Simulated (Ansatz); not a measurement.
# CH₅GeNOS: one species, many methods

The task here is to estimate one member of a computed series from the others.

Method: functionals in def2-TZVPP, the program's frozen cores in correlated methods; program: Ansatz 0.2.0, Gaussian basis.

Levels to be run: PBE-D4, r2SCAN-D4, PBE0-D4, B3LYP-D4, ωB97X-V, ωB97M-V, B2PLYP; CCSD(T)/def2-TZVPP; MP2/def2-QZVPP; extrapolation to the limit.

## The geometry

The geometry comes from an earlier relaxation with PBE0-D4 in a triple-zeta def2 set; it is a stationary point, not always the lowest conformer.

SMILES `OC1[NH][GeH2][S]1`, 10 atoms, charge 0, spin multiplicity 1.

Atoms are counted from 1 here; the program's logs count them from 0.

Bond lengths: O1–C2 1.393 Å, O1–H6 0.962 Å, C2–N3 1.434 Å, C2–S5 1.880 Å, C2–H7 1.097 Å, N3–Ge4 1.845 Å, N3–H8 1.010 Å, Ge4–S5 2.217 Å, Ge4–H9 1.537 Å, Ge4–H10 1.543 Å. Angles: C2–O1–H6 109.1°, O1–C2–N3 109.7°, O1–C2–S5 113.7°, O1–C2–H7 110.2°, N3–C2–S5 102.4°, N3–C2–H7 113.5°, S5–C2–H7 107.3°, C2–N3–Ge4 100.4°, C2–N3–H8 113.3°, Ge4–N3–H8 125.4°, N3–Ge4–S5 78.9°, N3–Ge4–H9 113.7°, N3–Ge4–H10 117.4°, S5–Ge4–H9 116.0°, S5–Ge4–H10 117.5°, H9–Ge4–H10 110.3°, C2–S5–Ge4 75.9°.

Set-up of the first run:

Input file in.yaml:

```yaml
crystal:
  periodic: [false, false, false]
  atoms:
    - {symbol: O, position_ang: [0.509904, 0.416622, 1.749614]}
    - {symbol: C, position_ang: [-0.364229, 0.577872, 0.677230]}
    - {symbol: N, position_ang: [-0.653957, -0.699803, 0.094927]}
    - {symbol: Ge, position_ang: [0.324023, -0.583321, -1.465037]}
    - {symbol: S, position_ang: [0.379480, 1.520530, -0.768960]}
    - {symbol: H, position_ang: [0.595055, 1.254386, 2.215266]}
    - {symbol: H, position_ang: [-1.259166, 1.126393, 0.997641]}
    - {symbol: H, position_ang: [-0.608535, -1.460419, 0.758546]}
    - {symbol: H, position_ang: [-0.500518, -0.851793, -2.733702]}
    - {symbol: H, position_ang: [1.661044, -1.351466, -1.522624]}
basis:
  gaussian: {orbitals: def2-TZVPP}
hamiltonian: {xc: pbe, dispersion: d4}
output: {forces: true, orbitals: {seedname: orbitals}}
```

On the command line:

```console
> ansatz run in.yaml --threads 4 --pin off --events-out ev --progress --plain --max-ram 10444MiB
```

Steps of the session up to this table: PBE-D4 (GGA); r2SCAN-D4 (meta-GGA); PBE0-D4 (hybrid); B3LYP-D4 (hybrid); ωB97X-V (range-separated); ωB97M-V (range-separated); B2PLYP (double hybrid); CCSD(T) in def2-TZVPP; MP2 in def2-QZVPP.

One table of the session follows, with a row left open; its other results are not shown here.

```
            method  atomisation energy (kcal/mol)
            PBE-D4                          833.9
         r2SCAN-D4                          811.6
           PBE0-D4                          811.8
          B3LYP-D4                          805.4
           ωB97X-V                          816.9
           ωB97M-V                          812.6
            B2PLYP                          796.6
     HF/def2-TZVPP                          527.5
    MP2/def2-TZVPP                          803.2
   CCSD/def2-TZVPP                          768.4
CCSD(T)/def2-TZVPP                              ?
           MP2/CBS                          829.3
       CCSD(T)/CBS                          812.3
```

Q: Estimate the row for CCSD(T)/def2-TZVPP from the others.

As computed: atomisation energy (kcal/mol): 786.1. In the column «atomisation energy (kcal/mol)» it lies between CCSD/def2-TZVPP (768.4) and B2PLYP (796.6).

Among the levels timed on like hardware and quicker than the yardstick, those that no quicker one beats, quickest first: PBE-D4 (2.8 s, +21.6 kcal/mol); PBE0-D4 (3.8 s, -0.5 kcal/mol); ωB97M-V (14 s, +0.3 kcal/mol).

B2PLYP carry no dispersion term (for B3LYP, D4 adds 10.0 kcal/mol).
